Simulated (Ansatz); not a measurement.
# ScNb: equation of state with PBE

The system is ScNb.

```xyz
2
Lattice="3.0656 0.0000 0.0000 -1.5328 2.6549 0.0000 0.0000 0.0000 5.0722" Properties=species:S:1:pos:R:3 pbc="T T T"
Nb    0.0000    1.7700    2.5361
Sc    0.0000    0.0000    0.0000
```

The cell comes from a database or a generator and needn't be the stable form of this composition.

```json
{"Program": "Ansatz 0.2.0", "Task": "equation of state", "Functional": "PBE", "Potentials or basis": "Ansatz PAW earlier set", "Cutoff": "920 eV", "Density cutoff": "3680 eV", "k mesh": "10 × 10 × 5", "Occupations": "fermi-dirac, width 0.05 eV", "Spin": "no spin polarisation"}
```

| Quantity | Value |
| --- | --- |
| Equilibrium volume | 20.61 Å³/atom |
| Bulk modulus at fixed shape and positions | 102 GPa |
| Pressure derivative of the bulk modulus | 3.4 |

Energy against volume, from the lowest point:
```
volume (Å³/atom)  energy (meV/atom)
          19.403              24.43
          19.816              10.26
          20.229               2.28
          20.641               0.00
          21.054               2.94
          21.467              10.65
          21.880              22.72
```

All runs of the series together: 42 s on 2 threads of Arm Neoverse V2, on a shared host.

Caveat: the cell was scaled at fixed shape and fractional positions, which overstates the stiffness of a crystal with free parameters, most of all of layers and chains.
